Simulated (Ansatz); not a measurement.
# Sn4Pd: the cost of one run

Program: Ansatz 0.2.0 through its Python package. Level of theory: DFT PBEsol, plane waves, PAW. These are calculated values, not measurements.

### Step 1. The system

Symmetry: Ccce, No. 68, orthorhombic system. Conventional cell: a = 6.442 Å, b = 11.445 Å, c = 6.389 Å, α = 90.00°, β = 90.00°, γ = 90.00°. Around Sn (site symmetry 1) lie 2 Pd at 2.78 to 2.80 Å and 2 Sn at 3.01 to 3.07 Å. Around Pd (site symmetry 222) lie 8 Sn at 2.78 to 2.80 Å.

The script holds or builds the structure itself.

### Step 2. Script

Input file eos.py:

```python
# -*- coding: utf-8 -*-
"""Equation of state of Sn4Pd."""

import warnings

import ansatz as az
import numpy as np
from scipy.optimize import curve_fit

vectors0 = np.array([
    [3.22085, -5.7226, 0.0],
    [3.22085, 5.7226, 0.0],
    [0.0, 0.0, 6.3886],
])
sites = [
    ("Sn", (0.95792, 0.70454, 0.8301)),
    ("Sn", (0.04208, 0.29546, 0.8301)),
    ("Sn", (0.70454, 0.95792, 0.1699)),
    ("Sn", (0.29546, 0.04208, 0.1699)),
    ("Sn", (0.54208, 0.79546, 0.6699)),
    ("Sn", (0.45792, 0.20454, 0.6699)),
    ("Sn", (0.79546, 0.54208, 0.3301)),
    ("Sn", (0.20454, 0.45792, 0.3301)),
    ("Pd", (0.5, 0.5, 0.0)),
    ("Pd", (0.0, 0.0, 0.5)),
]


def crystal_on(cell):
    crystal = az.Crystal(lattice=az.Lattice.of(cell))
    for symbol, position in sites:
        crystal = crystal.atom(symbol, position)
    return crystal

def vinet(v, e0, v0, b0, b1):
    eta = (v / v0) ** (1 / 3)
    return e0 + 2 * b0 * v0 / (b1 - 1) ** 2 * (2 - (5 + 3 * b1 * (eta - 1) - 3 * eta) * np.exp(-1.5 * (b1 - 1) * (eta - 1)))


def main():
    warnings.simplefilter("ignore", az.DeckWarning)

    # uniform scaling of the cell
    volumes, energies, pressures = [], [], []
    for scale in np.linspace(0.94, 1.06, 7):
        cell = vectors0 * scale ** (1 / 3)
        job = (
            crystal_on(cell).calculation()
            .functional("PBEsol")
            .pseudopotentials("paw")
            .basis(550)
            .occupations("cold", width=0.05)
            .kpoints(5, 5, 4)
            .stress()
        )
        summary = job.run(threads=1, pin="off").report
        volumes.append(abs(np.linalg.det(cell)) / len(sites))
        energies.append(summary["free_energy_ev"] / len(sites))
        pressures.append(np.trace(summary["stress_gpa"]) / 3)
        print(f"V = {volumes[-1]:8.4f} A^3/atom  F = {energies[-1]:.5f} eV/atom  P = {pressures[-1]:8.3f} GPa")

    guess = (min(energies), volumes[int(np.argmin(energies))], 0.5, 4.5)
    (e0, v0, b0, b1), _ = curve_fit(vinet, np.array(volumes), np.array(energies), p0=guess, maxfev=20000)
    print(f"Vinet fit: V0 = {v0:.4f} A^3/atom, B0 = {160.21766 * b0:.1f} GPa, B1 = {b1:.2f}")
    print("largest residual", round(1000 * float(np.abs(vinet(np.array(volumes), e0, v0, b0, b1) - energies).max()), 3), "meV/atom")


if __name__ == "__main__":
    main()
```

### Step 3. The input behind the calls

The package turns the script's settings into the engine's input (first run):

```yaml
crystal:
  lattice:
    - [3.1550999182565165, -5.605779465735672, 0.0]
    - [3.1550999182565165, 5.605779465735672, 0.0]
    - [0.0, 0.0, 6.258183814140237]
  atoms:
    - { symbol: Sn, position: [0.95792, 0.70454, 0.8301] }
    - { symbol: Sn, position: [0.04208, 0.29546, 0.8301] }
    - { symbol: Sn, position: [0.70454, 0.95792, 0.1699] }
    - { symbol: Sn, position: [0.29546, 0.04208, 0.1699] }
    - { symbol: Sn, position: [0.54208, 0.79546, 0.6699] }
    - { symbol: Sn, position: [0.45792, 0.20454, 0.6699] }
    - { symbol: Sn, position: [0.79546, 0.54208, 0.3301] }
    - { symbol: Sn, position: [0.20454, 0.45792, 0.3301] }
    - { symbol: Pd, position: [0.5, 0.5, 0.0] }
    - { symbol: Pd, position: [0.0, 0.0, 0.5] }
basis:
  ecutwfc: 550.0
kpoints:
  mp_grid:
    grid: [5, 5, 4]
hamiltonian:
  xc: pbesol
  pseudopotentials:
    kind: paw
scf:
  occupations:
    method: cold
    width: 0.05
output:
  stress: true
```

### Step 4. Running it

Run with:

```
$ python eos.py
```

Q: Estimate wall time and peak memory on 1 thread of Arm Neoverse V1, shared host.

About 4.9 min, with a peak of 1 GiB.
